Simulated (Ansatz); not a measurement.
# C4H10BClO2: energies up the ladder

Wanted for C4H10BClO2: energies up the ladder.

Method: the levels named in each step, in Ansatz 0.2.0.

## (1) The starting structure

Bond lengths (14 of 17 bonds, heavy atoms first): C1–C2 1.523 Å, C2–O3 1.421 Å, O3–B4 1.342 Å, B4–Cl5 1.755 Å, B4–O6 1.339 Å, O6–C7 1.422 Å, C7–C8 1.522 Å, C1–H9 1.087 Å, C1–H10 1.087 Å, C1–H11 1.086 Å, C2–H12 1.095 Å, C2–H13 1.094 Å, C7–H14 1.094 Å, C7–H15 1.095 Å. Angles (14 of 29 angles, heavy atoms first): C1–C2–O3 111.5°, C2–O3–B4 125.3°, O3–B4–Cl5 122.3°, O3–B4–O6 122.8°, Cl5–B4–O6 114.9°, B4–O6–C7 123.4°, O6–C7–C8 110.9°, C1–C2–H12 109.9°, C1–C2–H13 110.7°, O3–C2–H12 109.5°, O3–C2–H13 105.5°, C2–C1–H9 110.3°, C2–C1–H10 109.9°, C2–C1–H11 109.6°.

As a file:

```xyz
18

C    -2.6511    1.1361   -0.8339
C    -1.3072    0.9192   -1.5159
O    -0.2496    0.8381   -0.5707
B     0.0635   -0.2498    0.1508
Cl   -0.7672   -1.7820   -0.0535
O     1.0311   -0.2522    1.0764
C     1.8449    0.8781    1.3621
C     3.0924    0.8841    0.4896
H    -2.6174    2.0249   -0.2085
H    -2.8952    0.2767   -0.2142
H    -3.4250    1.2602   -1.5860
H    -1.3358    0.0018   -2.1134
H    -1.0589    1.7673   -2.1606
H     2.1135    0.7910    2.4191
H     1.2670    1.7941    1.2039
H     3.6435   -0.0431    0.6236
H     2.8116    0.9772   -0.5565
H     3.7289    1.7209    0.7636
```

## (2) A rough first relaxation, PBE-D4/def2-SVP

The input, input.yaml:

```yaml
crystal:
  periodic: [false, false, false]
  atoms:
    - { symbol: C, position_ang: [-2.65113, 1.13607, -0.83388] }
    - { symbol: C, position_ang: [-1.30723, 0.91919, -1.51586] }
    - { symbol: O, position_ang: [-0.24962, 0.83812, -0.57067] }
    - { symbol: B, position_ang: [0.06353, -0.24984, 0.15083] }
    - { symbol: Cl, position_ang: [-0.76716, -1.78205, -0.0535] }
    - { symbol: O, position_ang: [1.0311, -0.2522, 1.07638] }
    - { symbol: C, position_ang: [1.8449, 0.87809, 1.36214] }
    - { symbol: C, position_ang: [3.09241, 0.88415, 0.48961] }
    - { symbol: H, position_ang: [-2.61737, 2.02488, -0.20846] }
    - { symbol: H, position_ang: [-2.89524, 0.27667, -0.21419] }
    - { symbol: H, position_ang: [-3.42497, 1.26023, -1.58599] }
    - { symbol: H, position_ang: [-1.33579, 0.00179, -2.11345] }
    - { symbol: H, position_ang: [-1.05893, 1.76728, -2.16064] }
    - { symbol: H, position_ang: [2.11348, 0.79101, 2.41908] }
    - { symbol: H, position_ang: [1.26704, 1.79411, 1.20393] }
    - { symbol: H, position_ang: [3.64352, -0.04308, 0.6236] }
    - { symbol: H, position_ang: [2.81159, 0.97718, -0.55648] }
    - { symbol: H, position_ang: [3.72886, 1.72095, 0.76362] }
basis:
  gaussian: { orbitals: def2-SVP }
hamiltonian:
  xc: pbe
  dispersion: d4
relax:
  f_tol: 0.03
  max_steps: 200
```

Launch:

```bash
ansatz run input.yaml --threads 8 --pin off --max-ram 22528MiB --backend cpu --events-out ev --progress --plain --runs-dir out
```

The runs that follow: Relaxation, PBE0-D4/def2-TZVP; Relaxation, PBE0-D4/def2-SVP; Frequencies, PBE0-D4/def2-SVP; Single point, PBE-D4/def2-TZVPP; Single point, r2SCAN-D4/def2-TZVPP; Single point, B3LYP-D4/def2-TZVPP; Single point, wB97M-V/def2-TZVPP; Single point, B2PLYP/def2-TZVPP; Single point, PBE0-D4/def2-TZVPP; Single point, LDA/def2-TZVPP; Single point, PBE0-D4/def2-SVP; Single point, PBE-D4/def2-SVP.

What does the calculation give? Wanted: C1–C2 at PBE0-D4/def2-SVP; C2–O3 at PBE0-D4/def2-SVP; O3–B4 at PBE0-D4/def2-SVP; frequencies at PBE0-D4/def2-SVP; energy at PBE-D4/def2-SVP.

**Answer**, as computed:

| quantity | value |
| --- | --- |
| C1–C2 at PBE0-D4/def2-SVP | 1.512 Å |
| C2–O3 at PBE0-D4/def2-SVP | 1.415 Å |
| O3–B4 at PBE0-D4/def2-SVP | 1.350 Å |
| frequencies at PBE0-D4/def2-SVP | 51 to 3169 cm⁻¹ |
| energy at PBE-D4/def2-SVP | -21581.270 eV |

**Reading.** The C1–C2 distance spreads over 0.003 Å, from PBE0-D4/def2-TZVP (shortest) to PBE0-D4/def2-SVP. No mode is imaginary, so the geometry is a minimum. These totals serve in differences with atoms or fragments at the same level; alone they don't rank the methods.
